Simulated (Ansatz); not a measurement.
Working through an atomisation energy of CH₃NOTe, SMILES N=C(O)[TeH]

Computed with Ansatz's Python interface.

Typed at the interpreter:
```pycon
>>> from collections import Counter
>>> from dataclasses import dataclass
>>> import ansatz as az
>>> @dataclass(frozen=True)
... class Options:
...     basis: str = "def2-SVP"
...     functional: str = "PBE"
...     vdw: str = "d3bj"
...
>>> settings = Options()
>>> def total_energy(molecule, charge=0, unpaired=0):
...     calc = (
...         molecule.calculation()
...         .basis(gaussian=settings.basis)
...         .functional(settings.functional, dispersion=settings.vdw)
...     )
...     if charge:
...         calc = calc.charge(charge)
...     if unpaired:
...         calc = calc.spin("collinear", total=unpaired)
...     return calc.run().report["free_energy_ev"]
...
>>> GEOMETRY = """
... N     0.61260   -1.17070   -0.39000
... C    -0.02000   -0.17700    0.25260
... O     0.49640    0.28960    1.43250
... Te   -1.72960    0.70590   -0.48240
... H     0.16770   -1.48890   -1.31620
... H     1.38310   -0.09370    1.81810
... H    -0.84890    1.86670   -1.36040
... """
>>> ch3note = az.Crystal.molecule()
>>> for line in GEOMETRY.strip().splitlines():
...     symbol, *xyz = line.split()
...     ch3note = ch3note.atom(symbol, [float(v) for v in xyz])
...
>>> # Hund ground states
>>> unpaired = {"N": 3, "C": 2, "O": 2, "Te": 2, "H": 1}
>>> counts = Counter(site.symbol for site in ch3note.cartesian_sites)
>>> atom_energy = {s: total_energy(az.Crystal.molecule().atom(s, (0, 0, 0)), 0, unpaired[s]) for s in counts}
>>> whole = total_energy(ch3note, 0, 0)
>>> for s, e in atom_energy.items():
...     print(f"{s:2s} x{counts[s]}  {e:14.5f} eV")
...
N  x1     -1482.11110 eV
C  x1     -1027.26350 eV
O  x1     -2038.53202 eV
Te x1     -7291.65647 eV
H  x3       -13.56840 eV
>>> print(f"CH3NOTe: {whole:.5f} eV")
CH3NOTe: -11905.97631 eV
>>> split = sum(counts[s] * e for s, e in atom_energy.items()) - whole
>>> print(f"atomisation energy (no zero-point term): {23.060548 * split:.1f} kcal/mol, {split / sum(counts.values()):.3f} eV an atom")
atomisation energy (no zero-point term): 592.8 kcal/mol, 3.673 eV an atom
```

592.8 kcal/mol from the electronic energies, without the zero-point term.

Caveats:
- Total energies depend on the basis set; only differences at equal settings carry meaning.
- The geometry is a force-field or estimated start, not a minimum of this method, and the basis set is short of its limit. All parts are taken at fixed geometry, without zero-point energy.
- def2 sets replace the cores of elements past krypton by effective core potentials.
- This functional overbinds, so such energies come out a few per cent too high (LDA far more).
- The spin-orbit lowering of heavy atoms is left out.
- The whole script took 2 s on 1 thread of Intel(R) Xeon(R) Processor @ 2.30GHz (shared host), peak memory 0.21 GiB.
